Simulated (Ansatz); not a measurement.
# SbH₅ (SMILES [H][H].[SbH3]): a short trajectory

Aim: follow the atoms for 40 steps of 1.0 fs at constant energy, with velocities drawn for 1500 K.

The runs use Ansatz 0.2.0, Gaussian basis; PBE0-D4/def2-SVP.

1 further run of the same task is left out (it didn't finish).

## 1. The system as given

The start, a pair relaxed at PBE0-D4: SMILES `[H][H].[SbH3]`, 6 atoms, charge 0, spin multiplicity 1.

Atoms are counted from 1 here; the program's logs count them from 0.

Bond lengths: H1–H2 0.747 Å, Sb3–H4 1.708 Å, Sb3–H5 1.708 Å, Sb3–H6 1.708 Å. Angles: H4–Sb3–H5 91.3°, H4–Sb3–H6 91.3°, H5–Sb3–H6 91.4°.

As a file:

```xyz
6
H5Sb
H     0.02151   -0.18674   -1.84539
H     0.02995   -0.25871   -2.58842
Sb   -0.01445    0.19257    1.82581
H    -0.79046    1.25313    0.73502
H    -0.64220   -1.17026    1.01015
H     1.39565    0.17010    0.86282
```

## 2. Dynamics

md/in.yaml reads:

```yaml
crystal:
  periodic: [false, false, false]
  atoms:
    - {symbol: H, position_ang: [0.021513, -0.186738, -1.845385]}
    - {symbol: H, position_ang: [0.029955, -0.258705, -2.588416]}
    - {symbol: Sb, position_ang: [-0.014452, 0.192575, 1.825812]}
    - {symbol: H, position_ang: [-0.790459, 1.253130, 0.735018]}
    - {symbol: H, position_ang: [-0.642203, -1.170257, 1.010147]}
    - {symbol: H, position_ang: [1.395646, 0.170096, 0.862825]}
basis:
  gaussian: {orbitals: def2-SVP}
hamiltonian: {xc: pbe0, dispersion: d4}
md: {n_steps: 40, timestep: 1.0, temperature: 1500, ensemble: nve, seed: 137, initial_velocities: maxwell_boltzmann}
```

Started as:

```
> ansatz run in.yaml --threads 2 --pin off --events-out ev --progress --plain --max-ram 5222MiB
```

**Question.** What will these runs give? Wanted: temperature at the start; mean temperature, second half; lowest and highest potential energy, from the first frame; largest change of potential + kinetic.

**Answer**, as computed:

```
                                                 quantity              value
                                                   length  40 steps, 40.0 fs
                                 temperature at the start             1500 K
                            mean temperature, second half              915 K
lowest and highest potential energy, from the first frame      0 and 522 meV
                    largest change of potential + kinetic           43.4 meV
```

**Reading.** With no thermostat the total energy should stay fixed; it holds within 43.4 meV, or 9 % of the mean kinetic energy of 481 meV, more than a sound time step leaves. The instant temperature ranges from 575 to 1500 K, as energy passes between motion and strain. No bond breaks or forms, judged by distance.
